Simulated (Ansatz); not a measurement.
# BFH6Si2: the cost of one run

All numbers are computed with Ansatz 0.2.0 through its Python package. Level of theory: PBE/pcseg-2.

### 1 Starting point

Bond lengths: B1–Si2 1.882 Å, Si2–F3 1.704 Å, Si2–Si4 2.200 Å, B1–H5 1.169 Å, B1–H6 1.244 Å, Si2–H7 1.501 Å, Si4–H8 1.505 Å, Si4–H9 1.496 Å, Si4–H10 1.448 Å. Angles (14 of 15 angles, heavy atoms first): B1–Si2–F3 109.8°, B1–Si2–Si4 110.0°, F3–Si2–Si4 110.4°, B1–Si2–H7 108.5°, F3–Si2–H7 110.6°, Si4–Si2–H7 107.6°, Si2–B1–H5 124.0°, Si2–B1–H6 121.3°, Si2–Si4–H8 107.2°, Si2–Si4–H9 112.0°, Si2–Si4–H10 112.6°, H5–B1–H6 114.6°, H8–Si4–H9 106.4°, H8–Si4–H10 107.3°.

No structure file is read: the coordinates are typed or built in the script.

### 2 The script

Contents of bfh6si2.py:

```python
# -*- coding: utf-8 -*-
'''Atomisation energy of BFH6Si2 at the given geometry.'''

from collections import Counter

import ansatz as az


def single_point(molecule, charge=0, unpaired=0):
    calc = (
        molecule.calculation()
        .basis(gaussian='pcseg-2')
        .functional('pbe')
    )
    if charge:
        calc = calc.charge(charge)
    if unpaired:
        calc = calc.spin('collinear', total=unpaired)
    report = calc.run(threads=1, backend='cpu').report
    if report['published_state_doubts']:
        print('  doubts:', report['published_state_doubts'])
    return report['free_energy_ev']

geometry = (
    az.Crystal.molecule()
    .atom('B', [-0.2538, 1.7509, -0.4454])
    .atom('Si', [0.496, 0.0458, -0.7113])
    .atom('F', [-0.0087, -0.5776, -2.2151])
    .atom('Si', [-0.1048, -1.3034, 0.9189])
    .atom('H', [-0.0939, 2.3931, 0.5184])
    .atom('H', [-1.0047, 2.2654, -1.2926])
    .atom('H', [1.9913, 0.1722, -0.6677])
    .atom('H', [-1.6054, -1.4146, 0.8746])
    .atom('H', [0.237, -0.7438, 2.2631])
    .atom('H', [0.43, -2.6392, 0.76])
)

# unpaired electrons of the ground-state atoms
unpaired = {'B': 1, 'Si': 2, 'F': 1, 'H': 1}
counts = Counter(site.symbol for site in geometry.cartesian_sites)
atom_energy = {s: single_point(az.Crystal.molecule().atom(s, (0, 0, 0)), 0, unpaired[s]) for s in counts}
whole = single_point(geometry, 0, 0)
for s, e in atom_energy.items():
    print(f'{s:2s} x{counts[s]}  {e:14.5f} eV')
print(f'BFH6Si2: {whole:.5f} eV')
split = sum(counts[s] * e for s, e in atom_energy.items()) - whole
print(f'atomisation energy (no zero-point term): {96.485332 * split:.1f} kJ/mol, {split / sum(counts.values()):.3f} eV an atom')
```

### 3 The calls as engine input

The package turns the script's settings into the engine's input (first run):

```yaml
crystal:
  periodic: [false, false, false]
  atoms:
    - { symbol: B, position_ang: [0.0, 0.0, 0.0] }
basis:
  gaussian:
    orbitals: pcseg-2
hamiltonian:
  xc: pbe
magnetization:
  spin_polarized: true
  initial_magnetization: 1.0
```

### 4 Running it

Run with:

```console
$ python bfh6si2.py
```

**Question.** How long does this script take on 1 thread of Arm Neoverse V1, shared host, and how much memory does it need?

About 7.8 s, with a peak of 0.29 GiB.
